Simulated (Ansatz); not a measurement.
# TeH₂Se (SMILES [SeH][TeH]): single points off equilibrium

How do the functionals fare away from a minimum? The structure is a structure displaced at random from a GFN2-xTB minimum.

The runs use Ansatz 0.2.0, Gaussian basis; single points in def2-TZVPP.

Correlated methods freeze the cores. Filled d shells of the heavier atoms are correlated. Core potentials replace the inner electrons past krypton, and spin-orbit coupling is left out.

### Step 1. Where the work starts

SMILES `[SeH][TeH]`, 4 atoms, charge 0, spin multiplicity 1.

Atoms are counted from 1 here; the program's logs count them from 0.

Bond lengths: Se1–Te2 2.502 Å, Se1–H3 1.459 Å, Te2–H4 1.669 Å. Angles: Te2–Se1–H3 99.3°, Se1–Te2–H4 91.9°.

Geometry (Å):

```xyz
4

Se    0.4330   -1.2046    0.3438
Te    0.6427    1.2640   -0.0034
H    -0.8399   -1.2343    1.0559
H    -0.1831    1.1878   -1.4522
```

### Step 2. CCSD(T)/def2-TZVPP

The input, run/in.yaml:

```yaml
crystal:
  periodic: [false, false, false]
  atoms:
    - {symbol: Se, position_ang: [0.433000, -1.204600, 0.343800]}
    - {symbol: Te, position_ang: [0.642700, 1.264000, -0.003400]}
    - {symbol: H, position_ang: [-0.839900, -1.234300, 1.055900]}
    - {symbol: H, position_ang: [-0.183100, 1.187800, -1.452200]}
basis:
  gaussian: {orbitals: def2-TZVPP}
correlation: {method: ccsd_t}
output: {forces: true}
```

The command line of these runs was not kept.

### Step 3. PBE0-D4/def2-TZVPP

run/in.yaml, as its differences from that of step 2:

```diff
@@ -9,3 +9,3 @@
   gaussian: {orbitals: def2-TZVPP}
-correlation: {method: ccsd_t}
-output: {forces: true}
+hamiltonian: {xc: pbe0, dispersion: d4}
+output: {forces: true, orbitals: {seedname: orbitals}}
```

### Step 4. wB97M-V/def2-TZVPP

run/in.yaml, as its differences from that of step 3:

```diff
@@ -9,3 +9,3 @@
   gaussian: {orbitals: def2-TZVPP}
-hamiltonian: {xc: pbe0, dispersion: d4}
-output: {forces: true, orbitals: {seedname: orbitals}}
+hamiltonian: {xc: {name: wB97M-V}}
+output: {forces: true}
```

### Step 5. r2SCAN-D4/def2-TZVPP

run/in.yaml, as its differences from that of step 4:

```diff
@@ -9,3 +9,3 @@
   gaussian: {orbitals: def2-TZVPP}
-hamiltonian: {xc: {name: wB97M-V}}
+hamiltonian: {xc: r2scan, dispersion: d4}
 output: {forces: true}
```

### Step 6. PBE-D4/def2-TZVPP

run/in.yaml, as its differences from that of step 5:

```diff
@@ -9,3 +9,3 @@
   gaussian: {orbitals: def2-TZVPP}
-hamiltonian: {xc: r2scan, dispersion: d4}
+hamiltonian: {xc: pbe, dispersion: d4}
 output: {forces: true}
```

### Step 7. r2SCANh-D4/def2-TZVPP

run/in.yaml, as its differences from that of step 6:

```diff
@@ -9,3 +9,3 @@
   gaussian: {orbitals: def2-TZVPP}
-hamiltonian: {xc: pbe, dispersion: d4}
+hamiltonian: {xc: {name: r2SCANh}, dispersion: d4}
 output: {forces: true}
```

### Step 8. LC-wPBE/def2-TZVPP

run/in.yaml, as its differences from that of step 7:

```diff
@@ -9,3 +9,3 @@
   gaussian: {orbitals: def2-TZVPP}
-hamiltonian: {xc: {name: r2SCANh}, dispersion: d4}
+hamiltonian: {xc: {name: LC-wPBE}}
 output: {forces: true}
```

(Steps that only read results are left out.)

Before running it: what results should come out? Wanted: energy less free atoms, CCSD(T)/def2-TZVPP; RMS force component; RMS force error; HOMO and LUMO, PBE0-D4; T1 diagnostic.

**Answer**, as computed:

| quantity | value |
| --- | --- |
| energy less free atoms, CCSD(T)/def2-TZVPP | -814.1 kJ/mol |
| RMS force component | 0.179 to 0.310 eV/Å over the methods |
| RMS force error | PBE0-D4 0.102, wB97M-V 0.075, r2SCAN-D4 0.099, PBE-D4 0.252, r2SCANh-D4 0.075, LC-wPBE 0.205 eV/Å |
| HOMO and LUMO, PBE0-D4 | -6.70 and -1.94 eV |
| T1 diagnostic | 0.010 |

What this shows: Against CCSD(T) the functionals' energies less atoms differ by -49.8 to +18.5 kJ/mol, PBE-D4 by -49.8 kJ/mol. CCSD(T) in triple zeta still lacks some correlation energy of the bonds, so part of these gaps is its own basis error and they don't rank the functionals. On forces the order runs from wB97M-V to PBE-D4. Frozen-core CCSD(T) forces in triple zeta carry basis errors of their own, and this is one geometry, so small gaps rank nothing.
